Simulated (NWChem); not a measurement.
# One shape, several levels: triplet AlSnSiH7

We compute a comparison of 4 runs (UHF/STO-3G, UHF/3-21G, UB3LYP/def2-SVP, UM06-2X/def2-SVP) of triplet AlSnSiH7. 

The calculation is run with NWChem 7.3.0.

44 further runs of the same task are left out: 44 set aside as unsound or not needed.

## 1. The structure to begin with

AlSnSiH7 has 10 atoms, charge 0, and is taken as a triplet. SMILES of the parent species: `[SiH3][AlH][SnH3]`. Geometry: relaxed at PBE0-D4/def2-TZVP. That shape belongs to the parent species and isn't relaxed for this state.

Bond lengths: Si1–Al2 2.456 Å, Al2–Sn3 2.662 Å, Si1–H4 1.492 Å, Si1–H5 1.489 Å, Si1–H6 1.492 Å, Al2–H7 1.590 Å, Sn3–H8 1.713 Å, Sn3–H9 1.712 Å, Sn3–H10 1.713 Å. Some angles: Si1–Al2–Sn3 119.8°, Si1–Al2–H7 121.6°, Sn3–Al2–H7 118.6°, Al2–Si1–H4 109.8°, Al2–Si1–H5 114.3°, Al2–Si1–H6 109.8°, Al2–Sn3–H8 112.0°, Al2–Sn3–H9 113.4°, Al2–Sn3–H10 111.9°, H4–Si1–H5 107.9°.

## 2. The energy at UHF/STO-3G (run 1)

File alh7sisn.nw:

```
start alh7sisn
title "AlH7SiSn"
memory 2200 mb
geometry units atomic noautosym nocenter noautoz
  Si    -3.26469085     1.92166250    -1.86591558
  Al     1.19222821     0.69182873    -1.45849062
  Sn     2.65279753    -2.16127977     2.41809355
  H     -4.88399717    -0.38304749    -1.99555079
  H     -3.82820718     3.50071765    -4.12678391
  H     -4.07141494     3.36390147     0.41857434
  H      3.25637606     1.55807919    -3.46405696
  H      4.92840573    -0.70732449     4.20388474
  H      0.24264083    -2.91301282     4.44047845
  H      3.93327596    -4.96808998     1.43581391
end
basis spherical bse
  * library STO-3G
end
scf
  triplet
  uhf
  thresh 1e-08
  maxiter 80
end
task scf energy
```

Run with:

```console
$ nwchem alh7sisn.nw > alh7sisn.out
```

Output:

```text
[...]
  functions       =    52
[...]
  wavefunction    = UHF
[...]
         Total SCF energy =  -6491.774918139005
      One electron energy =  -9707.360826886477
      Two electron energy =   2853.923932874511
 Nuclear repulsion energy =    361.661975872961
                       Sz =      1.0000
                 Sz(Sz+1) =      2.0000
                      S^2 =      2.0298
[...]
```

Wall time 36 s (1 thread of Intel Xeon Platinum 8488C (Sapphire Rapids), shared host); peak memory 0.098 GiB.

## 3. The energy at UHF/3-21G (run 2)

File alh7sisn.nw:

```
START alh7sisn
TITLE "AlH7SiSn"
memory 2200 mb
charge 0
GEOMETRY units angstrom noautosym nocenter noautoz
 Si      -1.727600       1.016900      -0.987400
 Al       0.630900       0.366100      -0.771800
 Sn       1.403800      -1.143700       1.279600
 H       -2.584500      -0.202700      -1.056000
 H       -2.025800       1.852500      -2.183800
 H       -2.154500       1.780100       0.221500
 H        1.723200       0.824500      -1.833100
 H        2.608000      -0.374300       2.224600
 H        0.128400      -1.541500       2.349800
 H        2.081400      -2.629000       0.759800
END
BASIS spherical bse
 * library 3-21G
END
SCF
 triplet
 uhf
 thresh 1e-08
 maxiter 80
END
TASK scf energy
```

Run with:

```console
$ nwchem alh7sisn.nw > alh7sisn.out
```

Output:

```text
[...]
  functions       =    71
[...]
  wavefunction    = UHF
[...]
         Total SCF energy =  -6528.159742625986
      One electron energy =  -9731.594128040431
      Two electron energy =   2841.772383570291
 Nuclear repulsion energy =    361.662001844154
                       Sz =      1.0000
                 Sz(Sz+1) =      2.0000
                      S^2 =      2.0205
[...]
```

It took 17 s on 1 thread of Intel Xeon Platinum 8488C (Sapphire Rapids), shared host; peak memory 0.098 GiB.

Run 3 isn't shown in full; the table further down has it.

## 4. The energy at UM06-2X/def2-SVP (core potential) (run 4)

File alh7sisn.nw:

```
start alh7sisn
title "AlH7SiSn"
memory 2200 mb
charge 0

geometry noautosym nocenter noautoz
Si      -1.727600       1.016900      -0.987400
Al       0.630900       0.366100      -0.771800
Sn       1.403800      -1.143700       1.279600
H       -2.584500      -0.202700      -1.056000
H       -2.025800       1.852500      -2.183800
H       -2.154500       1.780100       0.221500
H        1.723200       0.824500      -1.833100
H        2.608000      -0.374300       2.224600
H        0.128400      -1.541500       2.349800
H        2.081400      -2.629000       0.759800
end

basis "ao basis" spherical bse
* library def2-SVP
end

ecp bse
Sn library def2-SVP
end

dft
xc m06-2x
mult 3
grid fine
convergence energy 1e-08
maxiter 100
mulliken
print medium
end

task dft energy
```

Run with:

```console
$ nwchem alh7sisn.nw > alh7sisn.out
```

Output:

```text
[...]
          Wavefunction type:  spin polarized.
          No. of atoms     :    10
          No. of electrons :    56
[...]
          Charge           :     0
          Spin multiplicity:     3
[...]
          AO basis - number of functions:    97
[...]
              XC Information
              --------------
                       M06-2X Method XC Functional
                     Hartree-Fock (Exact) Exchange  0.540
                        M06-2X Exchange Functional  1.000
                      M06-2X Correlation Potential  1.000
[...]
 d= 0,ls=0.0,diis     1   -749.9431442943 -9.54D+02  4.15D-03  4.21D-02     4.9
[...]
 d= 0,ls=0.0,diis    14   -749.9792241958 -4.44D-10  1.16D-07  1.26D-11    66.4
[...]
         Total DFT energy =     -749.979224195768
      One electron energy =    -1523.353077209882
           Coulomb energy =      629.771478167636
    Exchange-Corr. energy =      -60.027273024615
 Nuclear repulsion energy =      203.629647871094
[...]
      Total Density - Mulliken Population Analysis
     ---------------------------------------------
    Atom       Charge   Shell Charges
 -----------   ------   -------------------------------------------------------
    1 Si  14    13.85   2.00  1.98  1.05  0.27  5.93  1.29  1.20  0.13
    2 Al  13    13.07   2.00  1.98  1.00  0.16  5.93  0.91  1.03  0.07
    3 Sn  22    21.60   0.42  1.60  1.02  0.28  2.76  3.25  1.45  0.69  9.75  0.38
    4 H    1     1.05   0.73  0.32  0.01
    5 H    1     1.04   0.72  0.31  0.01
    6 H    1     1.05   0.73  0.32  0.01
    7 H    1     1.08   0.70  0.38  0.01
    8 H    1     1.08   0.69  0.39  0.01
    9 H    1     1.09   0.69  0.39  0.01
   10 H    1     1.08   0.69  0.39  0.01
[...]
      <S2> =      2.0075 (Exact =     2.0000)
[...]
```

It took 67 s on 1 thread of Intel Xeon Platinum 8488C (Sapphire Rapids), shared host; peak memory 0.12 GiB.

## 5. The series

```tsv
run	level	iteration cap	module	energy (Eh)	dipole moment (D)	HOMO energy (eV)	LUMO energy (eV)	wall time
1	UHF/STO-3G	80	scf	-6491.774918	1.29	-0.94	0.83	36 s
2	UHF/3-21G	80	scf	-6528.159743	2.25	-6.10	-2.82	17 s
3	UB3LYP/def2-SVP (core potential)	100	dft	-750.224244	1.61	-4.01	–	48 s
4	UM06-2X/def2-SVP (core potential)	100	dft	-749.979224	1.78	-4.95	-4.79	67 s
```

## 6. Results

| quantity | value |
| --- | --- |
| run 4: total energy | -749.97922 Eh |
| run 4: dipole moment | 1.78 D |
| run 4: HOMO energy (highest over α and β) | -4.95 eV |
| run 4: LUMO energy (lowest over α and β) | -4.79 eV |
| run 4: ⟨S²⟩ | 2.007 |

In words: The dipole moment (its size) runs from 1.29 D (UHF/STO-3G) to 2.25 D (UHF/3-21G). Totals of different functionals can't be ranked against each other. Some runs of one species differ in core potentials or relativity; totals across that change don't compare. In run 1 the basis is minimal, so the values are rough. In runs 1, 2 relativity is left out where basis or elements ask for it. All runs together took 2.8 min, the longest 67 s.
